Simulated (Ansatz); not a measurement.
# GaH₇OSi: small, medium and large basis sets

How large a basis does GaH₇OSi need? Two functionals are run in growing sets.

The runs use Ansatz 0.2.0, Gaussian basis; one geometry, several basis sets.

Plan: PBE0-D4/def2-SVP; ωB97M-V/def2-SVP; PBE0-D4/def2-QZVPP; ωB97M-V/def2-QZVPP; the functionals' def2-TZVPP values are taken from earlier runs.

### 1 The geometry

An earlier PBE0-D4 in a triple-zeta def2 set relaxation fixed the geometry.

SMILES `[SiH3][OH+][GaH3-]`, 10 atoms, charge 0, spin multiplicity 1.

Atoms are counted from 1 here; the program's logs count them from 0.

Bond lengths: Si1–O2 1.686 Å, Si1–H4 1.485 Å, Si1–H5 1.480 Å, Si1–H6 1.475 Å, O2–Ga3 2.176 Å, O2–H7 0.960 Å, Ga3–H8 1.571 Å, Ga3–H9 1.583 Å, Ga3–H10 1.578 Å. Angles: O2–Si1–H4 106.7°, O2–Si1–H5 110.5°, O2–Si1–H6 105.9°, H4–Si1–H5 110.0°, H4–Si1–H6 111.6°, H5–Si1–H6 112.0°, Si1–O2–Ga3 118.1°, Si1–O2–H7 117.7°, Ga3–O2–H7 112.1°, O2–Ga3–H8 100.1°, O2–Ga3–H9 92.2°, O2–Ga3–H10 95.6°, H8–Ga3–H9 118.9°, H8–Ga3–H10 119.6°, H9–Ga3–H10 118.3°.

### 2 PBE0-D4 in def2-SVP

in.yaml reads:

```yaml
crystal:
  periodic: [false, false, false]
  atoms:
    - {symbol: Si, position_ang: [-0.484692, 0.680133, -1.289315]}
    - {symbol: O, position_ang: [-0.772191, -0.233739, 0.097528]}
    - {symbol: Ga, position_ang: [0.882118, -0.550977, 1.475179]}
    - {symbol: H, position_ang: [-1.767065, 0.739987, -2.034953]}
    - {symbol: H, position_ang: [0.556035, 0.040651, -2.124898]}
    - {symbol: H, position_ang: [-0.069646, 2.013208, -0.814499]}
    - {symbol: H, position_ang: [-1.323936, -1.014801, 0.010141]}
    - {symbol: H, position_ang: [0.306577, 0.146588, 2.760318]}
    - {symbol: H, position_ang: [1.885631, 0.253475, 0.552580]}
    - {symbol: H, position_ang: [0.870270, -2.125624, 1.370919]}
basis:
  gaussian: {orbitals: def2-SVP}
hamiltonian: {xc: pbe0, dispersion: d4}
output: {orbitals: {seedname: orbitals}}
```

After this run come: ωB97M-V in def2-SVP; PBE0-D4 in def2-QZVPP; ωB97M-V in def2-QZVPP.

Q: Predict the results of all the runs planned. Wanted: PBE0-D4: double and triple zeta above quadruple; ωB97M-V: double and triple zeta above quadruple.

As calculated:

```
                                       quantity           value
PBE0-D4: double and triple zeta above quadruple  13.81, 1.60 eV
ωB97M-V: double and triple zeta above quadruple  13.87, 1.54 eV
```

In words: PBE0-D4 gains 12.21 eV from double to triple zeta, then 1.60 eV more. Total energies overstate the basis error of differences, where much of it tends to cancel. The LUMO of ωB97M-V is positive and keeps falling with the basis (1.21 to 0.41 eV): an unbound level that the basis holds in place.
